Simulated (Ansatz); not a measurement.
**HBr₂ (doublet): from Hartree-Fock to the top rungs at distance Br1–H2 along a hydrogen transfer = 1.488 Å, cc-pVDZ**

Aim: climb from Hartree-Fock through coupled cluster and multireference methods for HBr₂ (doublet) at one geometry and basis, and see what each rung misses.

The runs use Ansatz 0.2.0, Gaussian basis; cc-pVDZ, core rule «outside noble gas», up to 28 orbitals frozen.

To be run: UHF; CCSD(T) on ROHF; CCSD(T) on UHF; BCCD(T) on ROHF; CISD; CCSDT(Q) on ROHF; CCSDT(Q) on UHF; CASSCF and MRCISD+Q, 3 electrons in 3 orbitals; CASSCF and NEVPT2, 3 electrons in 3 orbitals; CASSCF and MRCISD+Q, 15 electrons in 9 orbitals; CASSCF and NEVPT2, 15 electrons in 9 orbitals.

18 further runs of the same task are left out: 18 that didn't finish.

## (1) The geometry

The geometry derives from fragments relaxed apart (PBE0/def2-TZVP) and kept rigid, so it is no stationary point. A hydrogen atom is moved between rigid fragments. No spin-orbit coupling is included. The filled d shell of Br may be among the frozen orbitals whatever the setting's name suggests; the logs give the count.

3 atoms, charge 0, spin multiplicity 2.

Atoms are counted from 1 here; the program's logs count them from 0.

Bond lengths: Br1–H2 1.488 Å.

## (2) UHF

Contents of in.yaml:

```yaml
crystal:
  periodic: [false, false, false]
  atoms:
    - {symbol: Br, position_ang: [0.000000, 0.000000, -1.635667]}
    - {symbol: H, position_ang: [0.000000, 0.000000, -0.147667]}
    - {symbol: Br, position_ang: [0.000000, 0.000000, 1.783333]}
basis:
  gaussian: {orbitals: cc-pVDZ}
magnetization: {spin_polarized: true, initial_magnetization: 1}
hamiltonian: {xc: hf}
output: {orbitals: {seedname: orbitals}}
```

Command:

```bash
$ ansatz run in.yaml --threads 1 --pin off --events-out ev --progress --plain --max-ram 2393MiB
```

After this run come: CCSD(T) on ROHF; CCSD(T) on UHF; BCCD(T) on ROHF; CISD; CCSDT(Q) on ROHF; CCSDT(Q) on UHF; CASSCF and MRCISD+Q, 3 electrons in 3 orbitals; CASSCF and NEVPT2, 3 electrons in 3 orbitals; CASSCF and MRCISD+Q, 15 electrons in 9 orbitals; CASSCF and NEVPT2, 15 electrons in 9 orbitals.

**Question.** What will the summary of the whole plan be? Wanted: UCCSDT(Q) below the RHF energy; RMP2 from UCCSDT(Q); UMP2 from UCCSDT(Q); RCCSD from UCCSDT(Q); RCCSD(T) from UCCSDT(Q); UCCSD(T) from UCCSDT(Q); RCCSDT(Q) from UCCSDT(Q); NEVPT2 pair from UCCSDT(Q); MRCISD+Q pair from UCCSDT(Q).

The runs gave:

```
                         quantity                                                                                    value
   UCCSDT(Q) below the RHF energy                                                                               -7.2207 eV
              RMP2 from UCCSDT(Q)                                                                               +902.7 meV
              UMP2 from UCCSDT(Q)                                                                               +921.3 meV
             RCCSD from UCCSDT(Q)                                                                               +136.4 meV
          RCCSD(T) from UCCSDT(Q)                                                                                +26.9 meV
          UCCSD(T) from UCCSDT(Q)                                                                                +25.1 meV
         RCCSDT(Q) from UCCSDT(Q)                                                                                 +1.8 meV
       NEVPT2 pair from UCCSDT(Q)                                                                               +853.8 meV
     MRCISD+Q pair from UCCSDT(Q)                                                                                +35.9 meV
    NEVPT2 valence from UCCSDT(Q)                                                                              +1487.4 meV
levels within 1 kcal/mol (43 meV)  RCCSD(T), UCCSD(T), BCCD(T), RCCSDT, UCCSDT, RCCSDT(Q), MRCISD+Q pair, MRCISD+Q valence
                    T1 diagnostic                                                                                    0.016
   effectively unpaired electrons                                                                                     1.01
```

RCCSD(T) misses by +26.9 meV, 0.4 % of the correlation energy. One determinant dominates. Of the multireference levels listed MRCISD+Q valence comes nearest in total energy (+28.3 meV), which doesn't show that its space is the better one. Coupled cluster took another determinant than the lowest Hartree-Fock one. These misses are within one basis, not against nature; the frozen cores of restricted and unrestricted runs differ, which can shift their rows.
